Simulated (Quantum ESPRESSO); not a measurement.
The system is Cd2S.

```
Cd S
1.0
     3.96267    0.00000    0.00000
    -1.98134    3.43177    0.00000
     0.00000    0.00000    5.80919
Cd S
2 1
Direct
  0.33333 0.66667 0.93272
  0.66667 0.33333 0.57873
  0.33333 0.66667 0.36571
```

The cell comes from a database or a generator and needn't be the stable form of this composition.

Base run:

* Program: Quantum ESPRESSO 7.5
* Functional: PBEsol
* Potentials or basis: GBRV 1.5 PBEsol
* Cutoff: 612 eV
* Density cutoff: 4898 eV
* k mesh: 8 × 8 × 5
* Occupations: fermi-dirac, width 0.05 eV
* Spin: no spin polarisation

Its results: band gap on the k mesh 0.23 eV, indirect (least direct gap 0.56 eV); pressure -2.8 GPa; largest force 0.114 eV/Å.

Problem. The run is repeated on the same cell with these changes: functional from PBEsol to PBE; potentials or basis from GBRV 1.5 PBEsol to SSSP 1.3 efficiency PBE; cutoff from 612 eV to 816 eV; density cutoff from 4898 eV to 6531 eV. What comes out?

Solution. Band gap on the k mesh 0.24 eV, indirect (least direct gap 0.57 eV); pressure -0.2 GPa; largest force 0.054 eV/Å.

Caveats: an odd mesh through Γ misses points on the zone boundary, where band edges often lie.
